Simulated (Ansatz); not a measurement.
**BGe2+ (triplet): the correlation ladder, cc-pVTZ**

One table from this session's results is given with a row withheld; the runs are named, their logs left out.

The runs use Ansatz 0.2.0, Gaussian basis; cc-pVTZ, core rule «outside noble gas», up to 29 orbitals frozen.

The runs, in order: UHF; CCSD(T) on ROHF; CCSD(T) on UHF; BCCD(T) on ROHF; CCSDT(Q) on ROHF; CCSDT(Q) on UHF; CASSCF and MRCISD+Q, 10 electrons in 12 orbitals; CASSCF and NEVPT2, 10 electrons in 12 orbitals.

5 further runs of the same task are left out: 5 set aside as unsound or not needed.

## What is computed

The geometry is a PBE0/def2-TZVP stationary point (not a proven minimum) of the parent state, kept for this charge and spin. No spin-orbit coupling is included. The filled d shell of Ge may be among the frozen orbitals whatever the setting's name suggests; the logs give the count.

3 atoms, charge 1, spin multiplicity 3.

Atoms are counted from 1 here; the program's logs count them from 0.

Bond lengths: Ge1–B2 2.025 Å, B2–Ge3 2.025 Å. Angles: Ge1–B2–Ge3 180.0°.

Set-up of the first run:

in.yaml

```yaml
crystal:
  periodic: [false, false, false]
  atoms:
    - {symbol: Ge, position_ang: [0.000000, 0.000000, 2.025400]}
    - {symbol: B, position_ang: [0.000000, 0.000000, 0.000000]}
    - {symbol: Ge, position_ang: [0.000000, 0.000000, -2.025400]}
basis:
  gaussian: {orbitals: cc-pVTZ}
total_charge: 1
magnetization: {spin_polarized: true, initial_magnetization: 2}
hamiltonian: {xc: hf}
output: {orbitals: {seedname: orbitals}}
```

Started as:

```bash
ansatz run in.yaml --threads 1 --pin off --events-out ev --progress --plain --max-ram 2816MiB --backend cpu
```

Among the steps run: UHF; CCSD(T) on ROHF; CCSD(T) on UHF; BCCD(T) on ROHF; CCSDT(Q) on ROHF; CCSDT(Q) on UHF; CASSCF and MRCISD+Q, 10 electrons in 12 orbitals; CASSCF and NEVPT2, 10 electrons in 12 orbitals.

One of the session's tables, all rows but one given; the rest of the session is left out.

| method | from RCCSDT(Q) (kJ/mol) |
| --- | --- |
| ROHF | +670.5 |
| UHF | +660.4 |
| RMP2 | +137.6 |
| UMP2 | ? |
| RCCSD | +43.2 |
| UCCSD | +42.8 |
| RCCSD(T) | +8.7 |
| UCCSD(T) | +8.7 |
| BCCD(T) | +8.4 |
| RCCSDT | +2.8 |
| UCCSDT | +2.7 |
| RCCSDT(Q) | 0 |
| UCCSDT(Q) | -0.2 |
| CASSCF valence | +395.7 |
| NEVPT2 valence | +86.7 |
| MRCISD valence | +34.2 |
| MRCISD+Q valence | +4.8 |

Estimate the missing values for UMP2.

**Answer.** from RCCSDT(Q) (kJ/mol): +140.3. In the column «from RCCSDT(Q) (kJ/mol)» it lies between RMP2 (+137.6) and CASSCF valence (+395.7).

Limits of these values: Restricted and unrestricted rows rest on different reference determinants; where their highest levels disagree by more than a few hundredths of an eV, they describe different states and don't form one ladder.
